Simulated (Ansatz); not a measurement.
# AlGaHP: the cost of one run

The runs use Ansatz 0.2.0, Gaussian basis; cc-pVDZ, all electrons in the functionals, frozen cores in the correlation of double hybrids and RPA.

The runs, in order: wB97M-V, B2PLYP, RPA-PBE, at charge 0, triplet; charge 0, singlet; charge 0, quintet; charge 1, doublet; charge 1, quartet; displaced geometry v1; displaced geometry v2.

32 further runs of the same task are left out: 1 for a known fault of the program, 17 that didn't finish, 14 set aside as unsound or not needed.

## (1) The geometry

The geometry is a PBE0/def2-TZVP stationary point (not a proven minimum). No spin-orbit coupling is included. The filled d shell of Ga may be among the frozen orbitals whatever the setting's name suggests; the logs give the count.

4 atoms, charge 0, spin multiplicity 3.

Atoms are counted from 1 here; the program's logs count them from 0.

Bond lengths: Al1–Ga2 2.468 Å, Ga2–P3 2.169 Å, P3–H4 1.431 Å. Angles: Al1–Ga2–P3 177.4°, Ga2–P3–H4 87.2°.

As a file:

```xyz
4
charge 0, multiplicity 3
Al    0.00012   -0.31476    2.93314
Ga   -0.00035   -0.30882    0.46501
P     0.00010   -0.40370   -1.70229
H     0.00013    1.02728   -1.69587
```

No dispersion term is added; wB97M-V holds VV10 nonlocal correlation.

The geometry shown and the zero of energy belong to the point charge 0, triplet. The yardstick, UCCSD(T), and other wave-function levels (R restricted, U unrestricted, valence and pair active spaces) come from earlier runs.

## (2) wB97M-V, charge 0, triplet

Input file in.yaml:

```yaml
crystal:
  periodic: [false, false, false]
  atoms:
    - {symbol: Al, position_ang: [0.000119, -0.314755, 2.933144]}
    - {symbol: Ga, position_ang: [-0.000347, -0.308821, 0.465010]}
    - {symbol: P, position_ang: [0.000099, -0.403705, -1.702288]}
    - {symbol: H, position_ang: [0.000128, 1.027280, -1.695867]}
basis:
  gaussian: {orbitals: cc-pVDZ}
magnetization: {spin_polarized: true, initial_magnetization: 2}
hamiltonian: {xc: {name: wB97M-V}}
output: {forces: true, orbitals: {seedname: orbitals}}
```

Run with:

```console
$ ansatz run in.yaml --threads 1 --pin off --events-out ev --progress --plain --max-ram 2393MiB
```

**Question.** How long does this run take on 1 thread of Arm Neoverse V1, shared host, and how much memory does it need?

About 53 s, with a peak of 0.35 GiB.
